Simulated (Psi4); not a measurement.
# SnHClF (SMILES [F][SnH][Cl]) at U-wB97M-V/STO-3G

What is the energy difference between two shapes of SnHClF at U-wB97M-V/STO-3G? 

Program for the calculation: Psi4 1.11.

4 further runs of the same task are left out: 1 that didn't finish, 3 set aside as unsound or not needed.

### Step 1. The molecule

SnHClF has 4 atoms, charge 0, and is taken as a doublet. As SMILES, `[F][SnH][Cl]`. The shape is that of a PBE0-D4/def2-TZVP optimisation.

Bond lengths: F1–Sn2 1.923 Å, Sn2–Cl3 2.331 Å, Sn2–H4 1.741 Å. Angles: F1–Sn2–Cl3 103.7°, F1–Sn2–H4 104.5°, Cl3–Sn2–H4 108.4°.

### Step 2. The energy at U-wB97M-V/STO-3G

File calc.dat:

```
memory 1.6 GB

molecule {
  0 2
  F     -2.86255713     0.49321852     1.62629830
  Sn    -0.47337639    -0.39438584    -0.96357135
  Cl     2.60404260    -2.68794644     1.19714150
  H      0.83677073     2.47535225    -1.89785195
  units bohr
  no_reorient
  no_com
}

set {
  reference uks
  scf_type pk
}

result, w = energy('wb97m-v/STO-3G', return_wfn=True)
```

The run is started by

```console
$ psi4 calc.dat calc.out -n 1
```

calc.out, cut to the lines that bear on the results:

```text
[...]
  Running in c1 symmetry.
[...]
  Nuclear repulsion =  360.510600002338037
[...]
  Multiplicity = 2
[...]
  Nalpha       = 39
  Nbeta        = 38
[...]
    Number of basis functions: 42
[...]
   @UKS iter   1: -6519.55526513312270   -2.68992e+00   1.00992e-02 DIIS/ADIIS
[...]
   @UKS iter   9: -6519.69819384828770   -3.89018e-08   7.09089e-07 DIIS
[...]
   @S^2 Observed:                7.528647902E-01
[...]
    Orbital Energies [Eh]
    ---------------------
    Alpha Occupied:
       1A   -1020.319072     2A   -149.647587     3A   -142.114580
       4A   -142.114321     5A   -142.114032     6A   -100.685268
       7A    -27.865033     8A    -25.116149     9A    -25.115621
      10A    -25.114302    11A    -24.520069    12A    -17.161770
      13A    -17.161747    14A    -17.160753    15A    -17.160409
      16A    -17.160196    17A     -9.353037    18A     -7.070387
      19A     -7.059735    20A     -7.059077    21A     -4.243617
      22A     -3.119620    23A     -3.117701    24A     -3.113854
      25A     -1.167625    26A     -0.831777    27A     -0.696233
      28A     -0.690693    29A     -0.688398    30A     -0.686379
      31A     -0.684922    32A     -0.492738    33A     -0.390342
      34A     -0.374393    35A     -0.344954    36A     -0.315743
[...]
  @UKS Final Energy: -6519.69819384828770
   => Energetics <=
    Nuclear Repulsion Energy =            360.5106000023380375
    One-Electron Energy =               -9736.1223809966304543
    Two-Electron Energy =                3016.4998794701928091
    DFT Exchange-Correlation Energy =    -160.9098531702125285
    Empirical Dispersion Energy =           0.0000000000000000
    VV10 Nonlocal Energy =                  0.3235608460234134
    Total Energy =                      -6519.6981938482877013
[...]
 Multipole Moments:
 ------------------------------------------------------------------------------------
     Multipole            Electronic (a.u.)      Nuclear  (a.u.)        Total (a.u.)
 ------------------------------------------------------------------------------------
 L = 1.  Multiply by 2.5417464519 to convert [e a0] to [Debye]
 Dipole X            :          3.5348084           -4.3263387           -0.7915304
 Dipole Y            :         58.9877886          -58.5000625            0.4877260
 Dipole Z            :         14.2303088          -15.0883292           -0.8580204
 Magnitude           :                                                    1.2651467
[...]
```

Run time: 24 s. Hardware: 1 thread of Intel Xeon Platinum 8488C (Sapphire Rapids), shared host; peak memory 0.37 GiB.

### Step 3. The distorted shape at the same level

File calc.inp:

```
memory 1600 mb

molecule {
  0 2
  F     -1.524098     0.284069     0.886737
  Sn    -0.262549    -0.179400    -0.543045
  Cl     1.406491    -1.503572     0.567072
  H      0.500659     1.288716    -1.028827
  no_reorient
  no_com
}

set reference uks
set scf_type pk

result, w = energy("wb97m-v/STO-3G", return_wfn=True)
print_variables()
```

The run is started by

```console
$ psi4 calc.inp calc.out -n 1
```

calc.out, cut to the lines that bear on the results:

```text
[...]
  Running in c1 symmetry.
[...]
  Nuclear repulsion =  351.710117881595636
[...]
  Multiplicity = 2
[...]
  Nalpha       = 39
  Nbeta        = 38
[...]
    Number of basis functions: 42
[...]
   @UKS iter   1: -6519.54490958871884   -2.77688e+00   1.03992e-02 DIIS/ADIIS
[...]
   @UKS iter  10: -6519.69574045536228   -8.61110e-09   3.20021e-07 DIIS
[...]
   @S^2 Observed:                7.532390276E-01
[...]
  @UKS Final Energy: -6519.69574045536228
   => Energetics <=
    Nuclear Repulsion Energy =            351.7101178815956359
    One-Electron Energy =               -9718.7087409072173614
    Two-Electron Energy =                3007.8778450805939428
    DFT Exchange-Correlation Energy =    -160.8988323502890125
    Empirical Dispersion Energy =           0.0000000000000000
    VV10 Nonlocal Energy =                  0.3238698399540958
    Total Energy =                      -6519.6957404553631932
[...]
 Multipole Moments:
 ------------------------------------------------------------------------------------
     Multipole            Electronic (a.u.)      Nuclear  (a.u.)        Total (a.u.)
 ------------------------------------------------------------------------------------
 L = 1.  Multiply by 2.5417464519 to convert [e a0] to [Debye]
 Dipole X            :          3.7402018           -4.5983197           -0.8581180
 Dipole Y            :         58.5967748          -57.9869775            0.6097973
 Dipole Z            :         19.0818484          -19.9559236           -0.8740752
 Magnitude           :                                                    1.3682933
[...]
```

Wall time 29 s (1 thread of Intel Xeon Platinum 8488C (Sapphire Rapids), shared host); peak memory 0.37 GiB.

### Step 4. What came out

Level: U-wB97M-V/STO-3G.

| quantity | value |
| --- | --- |
| first shape: total energy | -6519.69819 Eh |
| first shape: dipole moment | 3.22 D |
| first shape: HOMO energy (highest over α and β) | -5.64 eV |
| first shape: LUMO energy (lowest over α and β) | 1.32 eV |
| first shape: ⟨S²⟩ | 0.753 |
| distorted shape: total energy | -6519.69574 Eh |
| distorted shape: dipole moment | 3.48 D |
| distorted shape: HOMO energy (highest over α and β) | -5.74 eV |
| distorted shape: LUMO energy (lowest over α and β) | 1.22 eV |
| distorted shape: ⟨S²⟩ | 0.753 |
| energy change with the atoms displaced | 0.067 eV |

In words: With the atoms displaced the energy rises by 0.07 eV (6.4 kJ/mol). The first shape isn't relaxed at this level, so the change isn't measured from a minimum. The minimal basis adds a large error of its own. Relativity is left out (first shape) although the molecule holds a heavy atom. Relativity is left out (distorted shape) although the molecule holds a heavy atom.
